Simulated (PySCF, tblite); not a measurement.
**C4H14NPSi2: geometry, infrared bands and NMR shifts**

What infrared bands and NMR shifts should C4H14NPSi2 (`P[Si@@H]1CCCN[SiH2]C1`) show?

Computed with tblite 0.8.0 and PySCF 2.14.0, with density-fitted response routines of our own, on a single molecule in the gas phase. Atoms count from 0, in the outputs and in this text.

## (1) Starting geometry

22 atoms, charge 0, multiplicity 1; geometry from: force field or distance geometry start.

Bonds of the start (Å): P0–Si1 2.24, Si1–C2 1.84, C2–C3 1.51, C3–C4 1.50, C4–N5 1.45, N5–Si6 1.80, Si6–C7 1.87, C7–Si1 1.86, P0–H8 1.44, P0–H9 1.43, Si1–H10 1.47, C2–H11 1.11, C2–H12 1.09, C3–H13 1.12, C3–H14 1.11, C4–H15 1.11, C4–H16 1.10, N5–H17 1.03, Si6–H18 1.47, Si6–H19 1.48, C7–H20 1.11, C7–H21 1.10.

## (2) Optimising the geometry with GFN2-xTB

What the job is given:

```
{"job": {"kind": "relax", "xc": "GFN2-xTB", "basis": "xTB"}, "charge": 0, "multiplicity": 1}
P      3.265100    -0.968700     0.116500
Si     1.143700    -0.324200     0.407500
C      0.132100    -1.645600    -0.388900
C     -1.353900    -1.462600    -0.234500
C     -1.763800    -0.237600     0.521400
N     -1.983800     0.810200    -0.460000
Si    -0.746400     2.075600    -0.111200
C      0.956000     1.352700    -0.366000
H      4.064300    -0.703800     1.284700
H      3.763000    -0.362700    -1.085000
H      0.921600    -0.215200     1.856900
H      0.444500    -2.618500     0.048300
H      0.353100    -1.633300    -1.459700
H     -1.731800    -2.355400     0.319000
H     -1.809600    -1.501600    -1.244500
H     -2.734700    -0.429100     1.017900
H     -1.014000     0.026100     1.279600
H     -2.933500     1.211000    -0.393900
H     -0.950700     3.240700    -0.990100
H     -0.873100     2.489600     1.301300
H      1.138300     1.217300    -1.449000
H      1.703200     2.054500     0.028800
```

Command:

```bash
OMP_NUM_THREADS=1 python probes_run.py task.json out
```

One launch serves the whole session: the jobs run in the order shown.

**Question.** This job is followed by: GFN2-xTB harmonic vibrations, gas phase; GIAO PBE0/pcSseg-1 NMR shielding, non-relativistic, gas phase. Predict these results of the whole session: strongest single infrared mode (GFN2-xTB); zero-point energy (GFN2-xTB); ¹³C shifts against TMS (PBE0/pcSseg-1); ¹H shifts against TMS (PBE0/pcSseg-1, means over atoms taken as alike); ³¹P shifts against H3PO4 (PBE0/pcSseg-1); ²⁹Si shifts against TMS (PBE0/pcSseg-1); ¹⁵N shifts against NH3 (PBE0/pcSseg-1).

As calculated:

| quantity | value |
| --- | --- |
| strongest single infrared mode (GFN2-xTB) | 2200 cm⁻¹, 368 km/mol |
| zero-point energy (GFN2-xTB) | 106.1 kcal/mol |
| ¹³C shifts against TMS (PBE0/pcSseg-1) | 45.6, 31.7, 14.2, 8.1 ppm |
| ¹H shifts against TMS (PBE0/pcSseg-1, means over atoms taken as alike) | 4.92, 4.85, 4.72, 3.44, 2.66, 1.84, 1.52, 1.28, 0.93, 0.92, 0.22, 0.03, -0.12 ppm |
| ³¹P shifts against H3PO4 (PBE0/pcSseg-1) | -274.2 ppm |
| ²⁹Si shifts against TMS (PBE0/pcSseg-1) | -18.7, -37.1 ppm |
| ¹⁵N shifts against NH3 (PBE0/pcSseg-1) | 27.4 ppm |

What this shows: The optimisation took 171 steps and gained 1.485 eV; among the close pairs (by a distance rule), N5–Si6 changed most, from 1.804 to 1.713 Å. All 60 modes are real, so the xTB geometry is a minimum. The strongest single mode, at 2200 cm⁻¹, moves mainly H19. GFN2-xTB is a fitted tight-binding method: band positions and strengths are rough. Its intensities can rank the bands wrongly. At PBE0/pcSseg-1: The largest span, 108 ppm, is at Si6, where the paramagnetic term is -494 ppm.
